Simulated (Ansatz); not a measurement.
# C₂H₉OPSi: up Jacob's ladder to CCSD(T)

How much do the methods differ for C₂H₉OPSi? The plan is to run it at one geometry with functionals of several rungs and with coupled cluster, and see how far each lands from CCSD(T) at the basis-set limit for the atomisation energy.

Program: Ansatz 0.2.0, Gaussian basis. Level of theory: functionals in def2-TZVPP, the program's frozen cores in correlated methods. These are calculated values, not measurements.

Levels to be run: LDA (SPW92), PBE-D4, revPBE-D4, BLYP-D4, r2SCAN-D4, B97M-V, PBE0-D4, B3LYP-D4, r2SCANh-D4, r2SCAN0-D4, HSE06-D4, BHLYP-D4, CAM-B3LYP-D4, LC-ωPBE, ωB97X-V, ωB97M-V, B2PLYP, PBE-QIDH; CCSD(T)/def2-SVP; CCSD(T)/def2-TZVPP; MP2/def2-QZVPP; extrapolation to the limit; RPA on PBE.

**1. The relaxed structure**

The geometry comes from an earlier relaxation with PBE0-D4 in a triple-zeta def2 set; it is a stationary point, not always the lowest conformer.

SMILES `C[Si](C)(O)P`, 14 atoms, charge 0, spin multiplicity 1.

Atoms are counted from 1 here; the program's logs count them from 0.

Bond lengths: C1–Si2 1.869 Å, C1–H6 1.095 Å, C1–H7 1.092 Å, C1–H8 1.093 Å, Si2–C3 1.867 Å, Si2–O4 1.657 Å, Si2–P5 2.255 Å, C3–H9 1.094 Å, C3–H10 1.093 Å, C3–H11 1.092 Å, O4–H12 0.958 Å, P5–H13 1.423 Å, P5–H14 1.421 Å. Angles: Si2–C1–H6 111.0°, Si2–C1–H7 111.1°, Si2–C1–H8 110.8°, H6–C1–H7 108.2°, H6–C1–H8 107.6°, H7–C1–H8 108.0°, C1–Si2–C3 109.9°, C1–Si2–O4 110.2°, C1–Si2–P5 113.8°, C3–Si2–O4 111.3°, C3–Si2–P5 108.3°, O4–Si2–P5 103.2°, Si2–C3–H9 110.9°, Si2–C3–H10 111.1°, Si2–C3–H11 110.9°, H9–C3–H10 107.7°, H9–C3–H11 108.1°, H10–C3–H11 108.2° and more.

**2. LDA**

This LDA is Slater exchange with PW92 correlation.

Contents of in.yaml:

```yaml
crystal:
  periodic: [false, false, false]
  atoms:
    - {symbol: C, position_ang: [-1.133343, 1.146583, -0.047159]}
    - {symbol: Si, position_ang: [-0.084687, -0.397536, 0.052798]}
    - {symbol: C, position_ang: [1.438586, -0.064532, 1.080538]}
    - {symbol: O, position_ang: [-0.971391, -1.650312, 0.676902]}
    - {symbol: P, position_ang: [0.573806, -1.183950, -1.955344]}
    - {symbol: H, position_ang: [-1.444962, 1.475067, 0.949904]}
    - {symbol: H, position_ang: [-2.030648, 0.973797, -0.645550]}
    - {symbol: H, position_ang: [-0.574002, 1.966324, -0.505212]}
    - {symbol: H, position_ang: [1.164775, 0.266960, 2.086776]}
    - {symbol: H, position_ang: [2.054243, 0.718419, 0.629276]}
    - {symbol: H, position_ang: [2.049043, -0.965364, 1.175240]}
    - {symbol: H, position_ang: [-1.509323, -1.469416, 1.448740]}
    - {symbol: H, position_ang: [1.128476, 0.069369, -2.337102]}
    - {symbol: H, position_ang: [-0.673373, -0.914507, -2.580807]}
basis:
  gaussian: {orbitals: def2-TZVPP}
hamiltonian: {xc: lda}
output: {orbitals: {seedname: orbitals}}
```

Further steps of the session: PBE-D4 (GGA); revPBE-D4 (GGA); BLYP-D4 (GGA); r2SCAN-D4 (meta-GGA); B97M-V (meta-GGA); PBE0-D4 (hybrid); B3LYP-D4 (hybrid); r2SCANh-D4 (hybrid); r2SCAN0-D4 (hybrid); HSE06-D4 (hybrid); BHLYP-D4 (hybrid); CAM-B3LYP-D4 (range-separated); LC-ωPBE (range-separated); ωB97X-V (range-separated); ωB97M-V (range-separated); B2PLYP (double hybrid); PBE-QIDH (double hybrid); CCSD(T) in def2-SVP; CCSD(T) in def2-TZVPP; MP2 in def2-QZVPP; RPA on PBE orbitals.

**Question.** What will the summary of the whole plan be? Wanted: atomisation energy, CCSD(T)/CBS; farthest beyond LDA; mean size of error, GGA; mean size of error, meta-GGA; mean size of error, hybrid; mean size of error, range-separated; mean size of error, double hybrid; gap, smallest and largest; T1 diagnostic.

The runs gave:

| quantity | value |
| --- | --- |
| atomisation energy, CCSD(T)/CBS | 5056.7 kJ/mol |
| functionals within 25.3 kJ/mol (0.5 %) | r2SCAN-D4, B97M-V, PBE0-D4, B3LYP-D4, r2SCANh-D4, HSE06-D4, CAM-B3LYP-D4, ωB97X-V, ωB97M-V |
| farthest beyond LDA | BHLYP-D4 (-111.4 kJ/mol) |
| mean size of error, GGA | 42.5 kJ/mol |
| mean size of error, meta-GGA | 13.0 kJ/mol |
| mean size of error, hybrid | 36.1 kJ/mol |
| mean size of error, range-separated | 26.6 kJ/mol |
| mean size of error, double hybrid | 58.8 kJ/mol |
| gap, smallest and largest | 5.46 eV (BLYP-D4), 12.24 eV (LC-ωPBE) |
| T1 diagnostic | 0.0115 |
| triples share of the correlation energy | 3.8 % |

What this shows: LDA overbinds by 645.8 kJ/mol (13 %). PBE-D4 is off by +42.3 kJ/mol. Double hybrids carry the basis error of their MP2 part in triple zeta, and no dispersion term here, so their miss is partly the set-up's. By mean error the best rung here is meta-GGA (13.0 kJ/mol) and the worst beyond LDA is double hybrid (58.8 kJ/mol). Misses under about 25.3 kJ/mol are within the doubt on the reference itself, which lacks core-valence correlation, relativity and higher excitations. Hartree-Fock recovers 74 % of the binding; the rest is correlation. CCSD(T) in def2-SVP is off by -340.5 kJ/mol, so the small basis spoils what the method gains. Orbital gaps span 5.5 to 12.2 eV; exact exchange widens them.
